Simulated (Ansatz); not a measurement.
**CH2FNSe: up Jacob's ladder to CCSD(T)**

The task here is to estimate one member of a computed series from the others.

Method: functionals in def2-TZVPP, the program's frozen cores in correlated methods; program: Ansatz 0.2.0, Gaussian basis.

Plan: LDA (SPW92), PBE-D4, revPBE-D4, BLYP-D4, r2SCAN-D4, B97M-V, PBE0-D4, B3LYP-D4, r2SCANh-D4, r2SCAN0-D4, HSE06-D4, BHLYP-D4, CAM-B3LYP-D4, LC-ωPBE, ωB97X-V, ωB97M-V, B2PLYP, PBE-QIDH; CCSD(T)/def2-SVP; CCSD(T)/def2-TZVPP; MP2/def2-QZVPP; extrapolation to the limit; RPA on PBE.

## The geometry

All runs share one geometry, relaxed beforehand with PBE0-D4 in a triple-zeta def2 set.

SMILES `NC(F)=[Se]`, 6 atoms, charge 0, spin multiplicity 1.

Atoms are counted from 1 here; the program's logs count them from 0.

Bond lengths: N1–C2 1.328 Å, N1–H5 1.007 Å, N1–H6 1.004 Å, C2–F3 1.330 Å, C2–Se4 1.775 Å. Angles: C2–N1–H5 120.8°, C2–N1–H6 118.9°, H5–N1–H6 120.4°, N1–C2–F3 109.9°, N1–C2–Se4 127.9°, F3–C2–Se4 122.1°.

Set-up of the first run:

File in.yaml:

```yaml
crystal:
  periodic: [false, false, false]
  atoms:
    - {symbol: N, position_ang: [-0.604023, 0.373812, 0.214876]}
    - {symbol: C, position_ang: [0.479017, -0.313404, -0.130553]}
    - {symbol: F, position_ang: [1.057778, -0.822432, 0.953223]}
    - {symbol: Se, position_ang: [1.134125, -0.570355, -1.760159]}
    - {symbol: H, position_ang: [-0.878855, 0.450582, 1.180397]}
    - {symbol: H, position_ang: [-1.146043, 0.817697, -0.503883]}
basis:
  gaussian: {orbitals: def2-TZVPP}
hamiltonian: {xc: lda}
output: {orbitals: {seedname: orbitals}}
```

Command:

```bash
> ansatz run in.yaml --threads 2 --pin off --events-out ev --progress --plain --max-ram 4352MiB
```

Among the steps run: LDA; PBE-D4 (GGA); revPBE-D4 (GGA); BLYP-D4 (GGA); r2SCAN-D4 (meta-GGA); B97M-V (meta-GGA); PBE0-D4 (hybrid); B3LYP-D4 (hybrid); r2SCANh-D4 (hybrid); r2SCAN0-D4 (hybrid); HSE06-D4 (hybrid); BHLYP-D4 (hybrid); CAM-B3LYP-D4 (range-separated); LC-ωPBE (range-separated); ωB97X-V (range-separated); ωB97M-V (range-separated); B2PLYP (double hybrid); PBE-QIDH (double hybrid).

One of the session's tables, all rows but one given; the rest of the session is left out.

It belongs to the step «Orbital energies across the functionals». 

```
  functional  HOMO (eV)  gap (eV)
 LDA (SPW92)      -5.39      3.19
      PBE-D4      -5.21      3.25
   revPBE-D4      -5.15      3.27
     BLYP-D4      -5.04      3.19
   r2SCAN-D4      -5.46      3.63
      B97M-V      -5.50      3.77
     PBE0-D4      -6.36      5.27
    B3LYP-D4      -6.13      4.80
  r2SCANh-D4      -5.89      4.39
  r2SCAN0-D4      -6.53      5.53
    HSE06-D4      -5.97      4.49
    BHLYP-D4          ?         ?
CAM-B3LYP-D4      -7.65      7.64
     LC-ωPBE      -9.00     10.07
     ωB97X-V      -8.64      9.72
     ωB97M-V      -8.51      9.56
```

Q: Estimate the row for BHLYP-D4 from the others.

Worked estimate for «HOMO (eV)». Against the share of exact exchange, BLYP-D4 (0, -5.04), B3LYP-D4 (0.2, -6.13) give a slope of -5.45 per unit share; at 0.5 the line stands at -7.76.

The run gave: HOMO (eV): -7.36; gap (eV): 7.28. In «HOMO (eV)» the line misses by -0.40.
